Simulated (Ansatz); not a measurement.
# C₃H₈AlN: small, medium and large basis sets

Aim: see how fast density functionals converge with the basis set for C₃H₈AlN.

Method: one geometry, several basis sets; program: Ansatz 0.2.0, Gaussian basis.

Levels to be run: PBE0-D4/def2-SVP; ωB97M-V/def2-SVP; PBE0-D4/def2-QZVPP; ωB97M-V/def2-QZVPP; the functionals' def2-TZVPP values are taken from earlier runs.

## 1. The geometry

The geometry comes from an earlier relaxation with PBE0-D4 in a triple-zeta def2 set; it is a stationary point, not always the lowest conformer.

13 atoms, charge 0, spin multiplicity 1.

Atoms are counted from 1 here; the program's logs count them from 0.

Bond lengths: C1–C2 1.535 Å, C1–H6 1.094 Å, C1–H7 1.094 Å, C1–H8 1.094 Å, C2–Al3 1.961 Å, C2–H9 1.095 Å, C2–H10 1.097 Å, Al3–C4 1.987 Å, Al3–H11 1.591 Å, C4–N5 1.278 Å, C4–H12 1.099 Å, N5–H13 1.024 Å. Angles: C2–C1–H6 111.9°, C2–C1–H7 111.9°, C2–C1–H8 112.0°, H6–C1–H7 106.8°, H6–C1–H8 107.0°, H7–C1–H8 106.9°, C1–C2–Al3 112.7°, C1–C2–H9 109.7°, C1–C2–H10 109.4°, Al3–C2–H9 109.4°, Al3–C2–H10 109.8°, H9–C2–H10 105.6°, C2–Al3–C4 115.3°, C2–Al3–H11 123.6°, C4–Al3–H11 121.1°, Al3–C4–N5 122.5°, Al3–C4–H12 123.6°, N5–C4–H12 113.9° and more.

As a file:

```xyz
13
charge 0, multiplicity 1
C    -1.12866    0.38000    1.32079
C     0.37581    0.14051    1.12980
Al    0.76253   -1.10286   -0.33654
C     0.56962   -0.34628   -2.16325
N     0.30111    0.88520   -2.37198
H    -1.32943    1.08497    2.13281
H    -1.66044   -0.54424    1.56573
H    -1.59668    0.78758    0.41991
H     0.80961   -0.24616    2.05818
H     0.87771    1.09871    0.94656
H     1.15056   -2.62989   -0.11545
H     0.68083   -0.93927   -3.08236
H     0.20793    1.39703   -1.48941
```

## 2. PBE0-D4 in def2-SVP

Input file in.yaml:

```yaml
crystal:
  periodic: [false, false, false]
  atoms:
    - {symbol: C, position_ang: [-1.128657, 0.380002, 1.320795]}
    - {symbol: C, position_ang: [0.375813, 0.140507, 1.129799]}
    - {symbol: Al, position_ang: [0.762527, -1.102858, -0.336537]}
    - {symbol: C, position_ang: [0.569623, -0.346281, -2.163254]}
    - {symbol: N, position_ang: [0.301113, 0.885201, -2.371981]}
    - {symbol: H, position_ang: [-1.329435, 1.084973, 2.132812]}
    - {symbol: H, position_ang: [-1.660444, -0.544244, 1.565734]}
    - {symbol: H, position_ang: [-1.596684, 0.787582, 0.419915]}
    - {symbol: H, position_ang: [0.809615, -0.246156, 2.058185]}
    - {symbol: H, position_ang: [0.877710, 1.098707, 0.946557]}
    - {symbol: H, position_ang: [1.150562, -2.629893, -0.115452]}
    - {symbol: H, position_ang: [0.680830, -0.939268, -3.082363]}
    - {symbol: H, position_ang: [0.207927, 1.397028, -1.489412]}
basis:
  gaussian: {orbitals: def2-SVP}
hamiltonian: {xc: pbe0, dispersion: d4}
output: {orbitals: {seedname: orbitals}}
```

Run with:

```sh
$ ansatz run in.yaml --threads 4 --pin off --events-out ev --progress --plain --max-ram 10444MiB
```

The runs that follow: ωB97M-V in def2-SVP; PBE0-D4 in def2-QZVPP; ωB97M-V in def2-QZVPP.

**Question.** What will the summary of the whole plan be? Wanted: PBE0-D4: double and triple zeta above quadruple; ωB97M-V: double and triple zeta above quadruple.

The runs gave:

| quantity | value |
| --- | --- |
| PBE0-D4: double and triple zeta above quadruple | 8.10, 0.48 eV |
| ωB97M-V: double and triple zeta above quadruple | 8.37, 0.47 eV |

In words: PBE0-D4 gains 7.62 eV from double to triple zeta, then 0.48 eV more. These are total energies; as a rule much of such shifts cancels in differences, which this series doesn't test.
